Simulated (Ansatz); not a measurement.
# AlBH3I (SMILES [BH2][AlH][I]): single points off equilibrium

How do the functionals fare away from a minimum? The structure is a structure displaced at random from a GFN2-xTB minimum.

The runs use Ansatz 0.2.0, Gaussian basis; single points in def2-TZVPP.

Cores are frozen in the correlated methods. Filled d shells of the heavier atoms are correlated. Core potentials replace the inner electrons past krypton, and spin-orbit coupling is left out.

## 1. Starting geometry

SMILES `[BH2][AlH][I]`, 6 atoms, charge 0, spin multiplicity 1.

Atoms are counted from 1 here; the program's logs count them from 0.

Bond lengths: B1–Al2 2.018 Å, B1–H4 1.190 Å, B1–H5 1.132 Å, Al2–I3 2.503 Å, Al2–H6 1.501 Å. Angles: Al2–B1–H4 124.1°, Al2–B1–H5 137.5°, H4–B1–H5 98.3°, B1–Al2–I3 131.3°, B1–Al2–H6 118.1°, I3–Al2–H6 110.4°.

As a file:

```xyz
6

B    -0.7572    0.4281   -0.7982
Al    0.5649   -0.0655    0.6448
I     1.4349   -2.2877    1.3992
H    -1.3212   -0.3637   -1.4847
H    -1.1469    1.3730   -1.2843
H     1.2706    1.0443    1.3672
```

## 2. CCSD(T)/def2-TZVPP

Contents of run/in.yaml:

```yaml
crystal:
  periodic: [false, false, false]
  atoms:
    - {symbol: B, position_ang: [-0.757200, 0.428100, -0.798200]}
    - {symbol: Al, position_ang: [0.564900, -0.065500, 0.644800]}
    - {symbol: I, position_ang: [1.434900, -2.287700, 1.399200]}
    - {symbol: H, position_ang: [-1.321200, -0.363700, -1.484700]}
    - {symbol: H, position_ang: [-1.146900, 1.373000, -1.284300]}
    - {symbol: H, position_ang: [1.270600, 1.044300, 1.367200]}
basis:
  gaussian: {orbitals: def2-TZVPP}
correlation: {method: ccsd_t}
output: {forces: true}
```

No record of the launch command was kept for these runs.

## 3. PBE0-D4/def2-TZVPP

run/in.yaml, as its differences from that of step 2:

```diff
@@ -11,3 +11,3 @@
   gaussian: {orbitals: def2-TZVPP}
-correlation: {method: ccsd_t}
-output: {forces: true}
+hamiltonian: {xc: pbe0, dispersion: d4}
+output: {forces: true, orbitals: {seedname: orbitals}}
```

## 4. wB97M-V/def2-TZVPP

run/in.yaml, as its differences from that of step 3:

```diff
@@ -11,3 +11,3 @@
   gaussian: {orbitals: def2-TZVPP}
-hamiltonian: {xc: pbe0, dispersion: d4}
-output: {forces: true, orbitals: {seedname: orbitals}}
+hamiltonian: {xc: {name: wB97M-V}}
+output: {forces: true}
```

## 5. r2SCAN-D4/def2-TZVPP

run/in.yaml, as its differences from that of step 4:

```diff
@@ -11,3 +11,3 @@
   gaussian: {orbitals: def2-TZVPP}
-hamiltonian: {xc: {name: wB97M-V}}
+hamiltonian: {xc: r2scan, dispersion: d4}
 output: {forces: true}
```

## 6. PBE-D4/def2-TZVPP

run/in.yaml, as its differences from that of step 5:

```diff
@@ -11,3 +11,3 @@
   gaussian: {orbitals: def2-TZVPP}
-hamiltonian: {xc: r2scan, dispersion: d4}
+hamiltonian: {xc: pbe, dispersion: d4}
 output: {forces: true}
```

## 7. SPW92/def2-TZVPP

run/in.yaml, as its differences from that of step 6:

```diff
@@ -11,3 +11,3 @@
   gaussian: {orbitals: def2-TZVPP}
-hamiltonian: {xc: pbe, dispersion: d4}
+hamiltonian: {xc: lda}
 output: {forces: true}
```

## 8. HSE06-D4/def2-TZVPP

run/in.yaml, as its differences from that of step 7:

```diff
@@ -11,3 +11,3 @@
   gaussian: {orbitals: def2-TZVPP}
-hamiltonian: {xc: lda}
+hamiltonian: {xc: hse06, dispersion: d4}
 output: {forces: true}
```

(Steps that only read results are left out.)

**Question.** What will these runs give? Wanted: energy less free atoms, CCSD(T)/def2-TZVPP; RMS force component; RMS force error; HOMO and LUMO, PBE0-D4; T1 diagnostic.

**Answer**, as computed:

| quantity | value |
| --- | --- |
| energy less free atoms, CCSD(T)/def2-TZVPP | -15.588 eV |
| RMS force component | 0.835 to 0.883 eV/Å over the methods |
| RMS force error | PBE0-D4 0.057, wB97M-V 0.071, r2SCAN-D4 0.062, PBE-D4 0.145, SPW92 0.228, HSE06-D4 0.058 eV/Å |
| HOMO and LUMO, PBE0-D4 | -7.47 and -3.50 eV |
| T1 diagnostic | 0.009 |

What this shows: Against CCSD(T) the functionals' energies less atoms differ by -2.064 to -0.308 eV, PBE-D4 by -0.308 eV. CCSD(T) in triple zeta still lacks some correlation energy of the bonds, so part of these gaps is its own basis error and they don't rank the functionals. On forces the order runs from PBE0-D4 to SPW92. Frozen-core CCSD(T) forces in triple zeta carry basis errors of their own, and this is one geometry, so small gaps rank nothing.
